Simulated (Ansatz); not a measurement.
# AsH3O: small, medium and large basis sets

How large a basis does AsH3O need? Two functionals are run in growing sets.

Program: Ansatz 0.2.0, Gaussian basis. Level of theory: one geometry, several basis sets. These are calculated values, not measurements.

The runs, in order: PBE0-D4/def2-SVP; ωB97M-V/def2-SVP; PBE0-D4/def2-QZVPP; ωB97M-V/def2-QZVPP; the functionals' def2-TZVPP values are taken from earlier runs.

### Step 1. The geometry

An earlier PBE0-D4 in a triple-zeta def2 set relaxation fixed the geometry.

5 atoms, charge 0, spin multiplicity 1.

Atoms are counted from 1 here; the program's logs count them from 0.

Bond lengths: O1–As2 1.802 Å, O1–H3 0.960 Å, As2–H4 1.527 Å, As2–H5 1.528 Å. Angles: As2–O1–H3 107.7°, O1–As2–H4 95.9°, O1–As2–H5 95.9°, H4–As2–H5 91.3°.

### Step 2. PBE0-D4 in def2-SVP

in.yaml

```yaml
crystal:
  periodic: [false, false, false]
  atoms:
    - {symbol: O, position_ang: [0.337979, -0.687178, 0.813294]}
    - {symbol: As, position_ang: [0.032607, 0.173474, -0.739640]}
    - {symbol: H, position_ang: [0.941114, -1.411946, 0.632432]}
    - {symbol: H, position_ang: [-1.482227, 0.270236, -0.569381]}
    - {symbol: H, position_ang: [0.220527, 1.581613, -0.178205]}
basis:
  gaussian: {orbitals: def2-SVP}
hamiltonian: {xc: pbe0, dispersion: d4}
output: {orbitals: {seedname: orbitals}}
```

The run is started by

```console
$ ansatz run in.yaml --threads 2 --pin off --events-out ev --progress --plain --max-ram 4352MiB
```

Further steps of the session: ωB97M-V in def2-SVP; PBE0-D4 in def2-QZVPP; ωB97M-V in def2-QZVPP.

**Question.** What will the summary of the whole plan be? Wanted: PBE0-D4: double and triple zeta above quadruple; ωB97M-V: double and triple zeta above quadruple.

As calculated:

| quantity | value |
| --- | --- |
| PBE0-D4: double and triple zeta above quadruple | 11.77, 1.46 eV |
| ωB97M-V: double and triple zeta above quadruple | 11.80, 1.43 eV |

In words: PBE0-D4 gains 10.30 eV from double to triple zeta, then 1.46 eV more. Total energies overstate the basis error of differences, where much of it tends to cancel. The LUMO of ωB97M-V is positive and keeps falling with the basis (1.90 to 1.01 eV): an unbound level that the basis holds in place.
